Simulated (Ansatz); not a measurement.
# Zn2Cd3Se5: the cost of one run

Program: Ansatz 0.2.0. Level of theory: DFT PBE, scalar-relativistic, plane waves, PAW, unless a step names another level. These are calculated values, not measurements.

1 further run of the same task is left out (it didn't finish). Runs told in other sessions of the task aren't counted.

### 1 The system as given

The structure is tetragonal, space group I-4m2 (No. 119). The conventional cell has a = 4.230 Å, b = 4.230 Å, c = 30.315 Å, α = 90.00°, β = 90.00°, γ = 90.00°. Zn (site symmetry 2mm) is surrounded by 4 Se at 2.51 Å. Cd (site symmetry -4m2) has 4 Se at 2.67 Å in its first shell of neighbours. Cd (site symmetry 2mm) is surrounded by 4 Se at 2.66 to 2.67 Å. Se (site symmetry 2mm) is surrounded by 2 Zn at 2.51 Å and 2 Cd at 2.67 Å. Around Se (site symmetry -4m2) lie 4 Cd at 2.66 Å.

Structure file:

```cif
data_structure
_symmetry_space_group_name_H-M 'I-4m2'
_symmetry_Int_Tables_number 119
_cell_length_a 4.2305
_cell_length_b 4.2305
_cell_length_c 30.3148
_cell_angle_alpha 90.000
_cell_angle_beta 90.000
_cell_angle_gamma 90.000
_cell_volume 542.55
loop_
_atom_site_label
_atom_site_type_symbol
_atom_site_symmetry_multiplicity
_atom_site_Wyckoff_symbol
_atom_site_fract_x
_atom_site_fract_y
_atom_site_fract_z
_atom_site_occupancy
Zn1 Zn 4 e 0.50000 0.50000 0.40172 1
Cd1 Cd 2 b 0.50000 0.50000 0.00000 1
Cd2 Cd 4 e 0.50000 0.50000 0.19657 1
Se1 Se 4 f 0.00000 0.50000 0.05367 1
Se2 Se 4 f 0.50000 0.00000 0.14289 1
Se3 Se 2 c 0.00000 0.50000 0.25000 1
```

It is the end of an earlier relaxation with the same method, from a generated guess; it needn't be the stable form of this composition. At a tolerance of 0.02 Å it has space group I-4m2 (No. 119); it has 27.13 Å³/atom, an uncorrected energy of -0.65 eV/atom over the elements.

### 2 Bands, states and charges

Contents of input.yaml:

```yaml
crystal:
  lattice:
    - [-2.1152493068, 2.1152493068, 15.1574089784]
    - [2.1152493068, -2.1152493068, 15.1574089784]
    - [2.1152493068, 2.1152493068, -15.1574089784]
  atoms:
    - { symbol: Zn, position: [0.9017192625, 0.9017192625, 0.0] }
    - { symbol: Zn, position: [0.0982807375, 0.0982807375, 0.0] }
    - { symbol: Cd, position: [0.5, 0.5, 0.0] }
    - { symbol: Cd, position: [0.6965749612, 0.6965749612, 0.0] }
    - { symbol: Cd, position: [0.3034250388, 0.3034250388, 0.0] }
    - { symbol: Se, position: [0.5536716658, 0.0536716658, 0.5] }
    - { symbol: Se, position: [0.1428897738, 0.6428897738, 0.5] }
    - { symbol: Se, position: [0.75, 0.25, 0.5] }
    - { symbol: Se, position: [0.3571102262, 0.8571102262, 0.5] }
    - { symbol: Se, position: [0.9463283342, 0.4463283342, 0.5] }
basis:
  ecutwfc: 420
kpoints:
  mp_grid: { grid: [10, 10, 10] }
  band_path:
    path:
      - [[0.0, 0.0, 0.0], [0.0, 0.0, 0.5], [0.25, 0.25, 0.25], [0.0, 0.5, 0.0], [0.0, 0.0, 0.0], [0.5, 0.5, -0.5], [0.2548687, 0.7451313, -0.2548687]]
      - [[-0.2548687, 0.2548687, 0.2548687], [0.0, 0.0, 0.0]]
      - [[0.0, 0.0, 0.5], [-0.0097374, 0.0097374, 0.5]]
      - [[0.5, 0.5, -0.0097374], [0.5, 0.5, -0.5]]
    npoints: 14
hamiltonian:
  xc: pbe
scf:
  occupations: { method: gaussian, width: 0.02 }
  n_extra_bands: 25
output:
  forces: true
  stress: true
  eigenvalues: true
  populations: true
  dos: { projected: true, de: 0.02, nscf_kmesh: { grid: [15, 15, 15] } }
  bader: true
  write_density: true
  write_potential: true
  elf: true
  volumetric_format: npy
```

On the command line:

```bash
ansatz run input.yaml --threads 4 --pin off --max-ram 8192MiB --backend cpu --events-out ev --progress --plain --runs-dir out
```

**Question.** How long does this run take on 4 threads of Intel Xeon at 2.50GHz (Skylake/Cascade Lake), shared host, and how much memory does it need?

About 11 min, with a peak of 4.7 GiB.
